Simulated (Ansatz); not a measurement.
Predict the output of the script below (the Ansatz DFT code, driven from Python).

`ta_bands.py`:
```python
'''Band structure of Ta.'''

import warnings

import ansatz as az
import numpy as np
from pymatgen.core import Structure

OCCUPATIONS = 'Gaussian'
SMEARING_WIDTH = 0.1
N_EMPTY = 10

warnings.simplefilter('ignore', az.DeckWarning)

xtal = (
    az.Lattice.of([-1.65128, 1.65128, 1.65128], [1.65128, -1.65128, 1.65128], [1.65128, 1.65128, -1.65128])
    .atom('Ta', [0.0, 0.0, 0.0])
)

# high-symmetry points in fractions of the reciprocal vectors
path = [
    ('G', (0.0, 0.0, 0.0)),
    ('H', (0.5, -0.5, 0.5)),
    ('N', (0.0, 0.0, 0.5)),
    ('G', (0.0, 0.0, 0.0)),
    ('P', (0.25, 0.25, 0.25)),
]
model = (
    xtal.calculation()
    .functional(az.Functional.PBESOL)
    .basis(41 * az.Ry)
    .kpoints(12)
    .occupations(OCCUPATIONS, width=SMEARING_WIDTH)
    .band_structure([point for _, point in path], intervals=4)
    .scf(extra_bands=N_EMPTY)
    .density_of_states(energy_step=0.1, method='tetrahedron', nscf_kmesh_spacing=0.2)
    .band_table()
)
planned = model.session().plan(threads=1)
facts = planned.describe()
print('plan:', facts['n_bands'], 'bands,', len(facts['kpoints_frac']), 'k-points, plane waves', facts['n_pw_range'], 'grid', facts['fft_dense'])
outcome = planned.execute()
report = outcome.report

energy = report['free_energy_ev']
print('F of the Ta cell: {:.6f} eV = {:.6f} Ry = {:.6f} Ha'.format(energy, energy / 13.605693, energy / 27.211386))
print('Fermi level {:.4f} eV, {} k-points, {} symmetry operations'.format(report['fermi_energy_ev'], report['n_kpoints'], report['n_symmetry_ops']))

dos = outcome.density_of_states()
energy = np.asarray(dos.energies_ev) - dos.fermi_ev
top = min(levels[-1] for levels in report['eigenvalues_ev']) - dos.fermi_ev  # the computed bands end here
total = np.asarray(dos.spin_summed_g_bin_mean_per_ev)
print('E - E_F (eV)   states/eV')
for e in np.arange(-6, min(4, top), 0.5):
    print(f'{e:8.1f} {np.interp(e, energy, total):12.3f}')

final = Structure(outcome.lattice.cell_ang, [s.symbol for s in outcome.lattice.sites], [s.position_frac for s in outcome.lattice.sites])
distances = np.array([n.nn_distance for shell in final.get_all_neighbors(5.0) for n in shell])
values, counts = np.unique(distances.round(2), return_counts=True)
print('distance (A)  neighbours per atom')
for value, count in list(zip(values, counts))[:14]:
    print(f'{value:10.2f} {count / len(final):10.2f}')

bands = outcome.band_structure()
fermi = bands.fermi_energy_ev
print(f'zero of the bands: {fermi:.3f} eV, the Fermi level found on the SCF mesh')
for spin, channel in enumerate(bands.channels):
    print('channel', spin, '- computed levels within 6 eV of the Fermi level')
    for i, (label, _) in enumerate(path):
        levels = channel.eigenvalues_ev[i * 4] - fermi
        print(f'  {label:3s}', ' '.join(f'{e:7.3f}' for e in levels if abs(e) < 6))
```

Output of `python ta_bands.py`:
```text
plan: 17 bands, 72 k-points, plane waves [490, 555] grid [24, 24, 24]
F of the Ta cell: -9806.492915 eV = -720.763942 Ry = -360.381971 Ha
Fermi level 18.4555 eV, 72 k-points, 48 symmetry operations
E - E_F (eV)   states/eV
    -6.0        0.114
    -5.5        0.149
    -5.0        0.203
    -4.5        0.331
    -4.0        0.637
    -3.5        0.779
    -3.0        1.093
    -2.5        0.646
    -2.0        0.342
    -1.5        1.988
    -1.0        1.350
    -0.5        1.438
     0.0        1.408
     0.5        0.826
     1.0        0.292
     1.5        0.279
     2.0        0.529
     2.5        0.754
     3.0        0.865
     3.5        1.168
distance (A)  neighbours per atom
      2.86       8.00
      3.30       6.00
      4.67      12.00
zero of the bands: 18.456 eV, the Fermi level found on the SCF mesh
channel 0 - computed levels within 6 eV of the Fermi level
  G     0.747   0.747   0.747   4.015   4.015
  H    -3.793  -3.793
  N    -4.365  -1.529   1.628   3.898   4.931
  G     0.747   0.747   0.747   4.015   4.015
  P    -1.205  -1.205  -1.205   5.105   5.105
```

Reading the output:
- Total energies depend on the potentials; only differences at equal settings carry meaning.
- The run is spin-unpolarised.
- For a metal this k-point mesh is coarse: on a finer one energies can move by several to tens of meV an atom and pressures by half a GPa or more, differences at one mesh by less.
- The zero of the levels is a convention of the potentials, so an absolute Fermi energy is no work function.
- Gaps and levels are Kohn-Sham values on a finite set of k-points, without spin-orbit coupling.
- The density of states is complete only as far up as bands were computed.
- Run time: 3.4 s on 1 thread of Arm Neoverse V1, on a shared host, peak memory 0.35 GiB.
